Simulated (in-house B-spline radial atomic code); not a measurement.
# F⁴⁺: excited configurations

Aim: the energies of several excited configurations of F⁴⁺ above a reference configuration, each from its own self-consistent run.

Method: scalar-relativistic (spin-free one-electron X2C) PBE0, spin-polarised, spherical density, exact exchange averaged over the configuration, Fermi nucleus, basis-set limit. Code: in-house B-spline radial atomic code version 1.

## Step 1: The atom as given

| Property | Result |
| --- | --- |
| element | fluorine (Z = 9) |
| charge | +4 |
| electrons | 5 |
| configuration | [He] 2s2 2p1 |
| Hamiltonian | scalar-relativistic (X2C) |
| nucleus | Fermi, rms radius 2.898 fm |

Outer shells as boxes (Hund's rule):

[He] 2s2 2p1
```
[He] core
2s [↑↓]
2p [↑ ][  ][  ]
```

Where spins are not typed, each open shell is filled with up spins first.

## Step 2: Reference run

Settings of the run:

```ini
Z = 9
electrons = 5.0
configuration = [He] 2s2 2p1
hamiltonian = x2c
method = pbe0
spin_polarised = True
nucleus = fermi
rms_radius = 2.8976
mass_number = 19
atomic_mass = 18.99840316207
speed_of_light = 137.035999084
exact_exchange = averaged over the configuration
```

On the command line:

```sh
python run_scf.py task.json out
```

One command runs all members of the session, one after another, from task.json.

## Step 3: Run with [He] 2s2 3s1

The settings differ from step 2 so:

```diff
@@ -2,3 +2,3 @@
 electrons = 5.0
-configuration = [He] 2s2 2p1
+configuration = [He] 2s2 3s1
 hamiltonian = x2c
```

## Step 4: Run with [He] 2s2 3p1

The settings differ from step 3 so:

```diff
@@ -2,3 +2,3 @@
 electrons = 5.0
-configuration = [He] 2s2 3s1
+configuration = [He] 2s2 3p1
 hamiltonian = x2c
```

## Step 5: Configuration [He] 2s1 2p1 3p1

The settings differ from step 4 so:

```diff
@@ -2,3 +2,3 @@
 electrons = 5.0
-configuration = [He] 2s2 3p1
+configuration = [He] 2s1 2p1 3p1
 hamiltonian = x2c
```

## Step 6: Configuration [He] 2s2 3d1

The settings differ from step 5 so:

```diff
@@ -2,3 +2,3 @@
 electrons = 5.0
-configuration = [He] 2s1 2p1 3p1
+configuration = [He] 2s2 3d1
 hamiltonian = x2c
```

## Step 7: Run with [He] 2s1 2p2

The settings differ from step 6 so:

```diff
@@ -2,3 +2,3 @@
 electrons = 5.0
-configuration = [He] 2s2 3d1
+configuration = [He] 2s1 2p2
 hamiltonian = x2c
```

## Step 8: [He] 2s1 2p1 3d1

The settings differ from step 7 so:

```diff
@@ -2,3 +2,3 @@
 electrons = 5.0
-configuration = [He] 2s1 2p2
+configuration = [He] 2s1 2p1 3d1
 hamiltonian = x2c
```

Before running: How far above the reference does each configuration lie (order and size, in eV)?

The runs gave:

| net move | configuration | 2|M_S|+1 | energy above the reference (eV) | largest <r> (bohr) |
| --- | --- | --- | --- | --- |
| 2s → 2p | [He] 2s1 2p2 | 4 | 9.669 | 0.833 |
| 2p → 3s | [He] 2s2 3s1 | 2 | 65.233 | 2.10 |
| 2p → 3p | [He] 2s2 3p1 | 2 | 69.940 | 2.13 |
| 2p → 3d | [He] 2s2 3d1 | 2 | 74.468 | 1.94 |
| 2s → 3p | [He] 2s1 2p1 3p1 | 4 | 80.960 | 1.56 |
| 2s → 3d | [He] 2s1 2p1 3d1 | 4 | 84.819 | 1.91 |

What this shows: The energies run from 9.669 eV (2s → 2p) to 84.819 eV (2s → 3d). Two partly filled shells share a symmetry and can mix in the average, which may lower the energy, for: 2s → 3p. The reference has 2|M_S|+1 = 2; 3 of the configurations differ from it in spin. These are spherical averages at the typed spins, not spectroscopic levels.

Members of this set that are not shown: 1 did not converge.
